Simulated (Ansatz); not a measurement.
# C2H4NOSi (SMILES C[SiH]N=C=O) at UHF/def2-SVP

What is the vertical ionisation energy of C2H4NOSi at UHF/def2-SVP? 

The results are computed with Ansatz 0.2.0.

104 further runs of the same task are left out: 104 set aside as unsound or not needed.

**1. The structure to begin with**

C2H4NOSi has 9 atoms, charge 0, and is taken as a doublet. As SMILES, `C[SiH]N=C=O`. The coordinates come from a PBE0-D4/def2-TZVP relaxation. This is one conformer, not always the lowest.

Bond lengths: C1–Si2 1.865 Å, Si2–N3 1.715 Å, N3–C4 1.195 Å, C4–O5 1.166 Å, C1–H6 1.094 Å, C1–H7 1.091 Å, C1–H8 1.092 Å, Si2–H9 1.490 Å. Some angles: C1–Si2–N3 109.4°, Si2–N3–C4 161.1°, N3–C4–O5 178.3°, C1–Si2–H9 111.9°, N3–Si2–H9 107.3°, Si2–C1–H6 110.2°, Si2–C1–H7 111.1°, Si2–C1–H8 110.1°, H6–C1–H7 108.5°, H6–C1–H8 108.5°.

**2. A single-point energy at UHF/def2-SVP**

molecule.yaml reads:

```yaml
basis:
  gaussian: {orbitals: def2-SVP}
crystal:
  periodic: [false, false, false]
  atoms:
    - symbol: C
      position_ang: [-0.230800, 0.936500, 1.233300]
    - symbol: Si
      position_ang: [-0.019100, 0.717300, -0.606900]
    - symbol: "N"
      position_ang: [0.147000, -0.951200, -0.966600]
    - symbol: C
      position_ang: [-0.027700, -2.022300, -1.465700]
    - symbol: O
      position_ang: [-0.174100, -3.081100, -1.930900]
    - symbol: H
      position_ang: [0.625000, 0.510600, 1.765400]
    - symbol: H
      position_ang: [-1.138100, 0.442600, 1.585600]
    - symbol: H
      position_ang: [-0.298200, 1.998600, 1.479400]
    - symbol: H
      position_ang: [1.204500, 1.402700, -1.110500]
output: {orbitals: {seedname: orbitals}}
accuracy: high
hamiltonian: {xc: hf}
magnetization: {spin_polarized: true, initial_magnetization: 1}
```

On the command line:

```console
ansatz run molecule.yaml --threads 1 --pin off --max-ram 3480MiB --events-out events.jsonl --progress --plain --runs-dir runs
```

What it wrote:

```text
Warning: RAYON_NUM_THREADS=1 ignored (pool sized by the plan → 1); use --threads N
Functional definition: HF
  name "HF"
  exchange = exact_x
  correlation = 0
2091 factors; integrals over basis functions are off by at most 3.8e-9 eV
mean field evaluation 1: about -13495.3142 eV, gradient 2.7e1 eV
mean field evaluation 2: about -13495.4263 eV, gradient 2.7e1 eV
mean field evaluation 4: about -13498.8959 eV, gradient 3.1e0 eV
mean field evaluation 8: about -13498.9845 eV, gradient 1.9e-1 eV
mean field evaluation 16: about -13498.9851 eV, gradient 5.6e-8 eV
mean field -13498.98514694 eV, -496.0785542092 hartree, gradient 5.6e-8 eV, S^2 0.753992; 0 other end points of the search recorded, 0 dependent functions left out
reference -13498.98514694 eV, -496.0785542092 hartree; 23, 22 occupied and 71, 72 virtual orbitals, 2091 factors
Total energy: -13498.98514694 eV, -496.0785542092 hartree
```

Wall time 4.8 s (1 thread of Arm Neoverse V1, shared host); peak memory 0.34 GiB.

**3. The singlet cation, same level**

molecule.yaml reads:

```yaml
crystal:
  periodic: [false, false, false]
  atoms:
    - {symbol: C, position_ang: [-0.230800, 0.936500, 1.233300]}
    - {symbol: Si, position_ang: [-0.019100, 0.717300, -0.606900]}
    - {symbol: N, position_ang: [0.147000, -0.951200, -0.966600]}
    - {symbol: C, position_ang: [-0.027700, -2.022300, -1.465700]}
    - {symbol: O, position_ang: [-0.174100, -3.081100, -1.930900]}
    - {symbol: H, position_ang: [0.625000, 0.510600, 1.765400]}
    - {symbol: H, position_ang: [-1.138100, 0.442600, 1.585600]}
    - {symbol: H, position_ang: [-0.298200, 1.998600, 1.479400]}
    - {symbol: H, position_ang: [1.204500, 1.402700, -1.110500]}
basis:
  gaussian:
    orbitals: def2-SVP
total_charge: 1
hamiltonian:
  xc: hf
accuracy: high
output: {orbitals: {seedname: orbitals}}
```

On the command line:

```console
ansatz run molecule.yaml --threads 1 --pin off --max-ram 3480MiB --events-out events.jsonl --progress --plain --runs-dir runs
```

What it wrote:

```text
Warning: RAYON_NUM_THREADS=1 ignored (pool sized by the plan → 1); use --threads N
[... 4 set-up lines as earlier in the session ...]
2090 factors; integrals over basis functions are off by at most 3.8e-9 eV
mean field evaluation 1: about -13485.0820 eV, gradient 5.1e1 eV
mean field evaluation 2: about -13485.2107 eV, gradient 5.1e1 eV
mean field evaluation 4: about -13490.9840 eV, gradient 5.2e0 eV
mean field evaluation 8: about -13491.0768 eV, gradient 4.9e-1 eV
mean field evaluation 16: about -13491.0783 eV, gradient 2.4e-8 eV
mean field -13491.07831461 eV, -495.7879834805 hartree, gradient 2.4e-8 eV, S^2 0.000000; 0 other end points of the search recorded, 0 dependent functions left out
reference -13491.07831461 eV, -495.7879834805 hartree; 22, 22 occupied and 72, 72 virtual orbitals, 2090 factors
Total energy: -13491.07831461 eV, -495.7879834805 hartree
```

Run time: 3.3 s. Hardware: 1 thread of Arm Neoverse V1, shared host; peak memory 0.26 GiB.

**4. Results**

At UHF/def2-SVP:

| quantity | value |
| --- | --- |
| doublet C2H4NOSi: total energy | -496.07855 Eh |
| doublet C2H4NOSi: HOMO energy (highest over α and β) | -8.85 eV |
| doublet C2H4NOSi: LUMO energy (lowest over α and β) | 1.49 eV |
| doublet C2H4NOSi: ⟨S²⟩ | 0.754 |
| singlet cation: total energy | -495.78798 Eh |
| singlet cation: HOMO energy | -17.40 eV |
| singlet cation: LUMO energy | -6.87 eV |
| singlet cation: HOMO–LUMO gap | 10.53 eV |
| vertical ionisation energy (to the singlet cation) | 7.907 eV |

What this shows: Removing an electron at fixed nuclei costs 7.91 eV (763 kJ/mol). Only the singlet of the ionised species was computed; a triplet could lie lower.
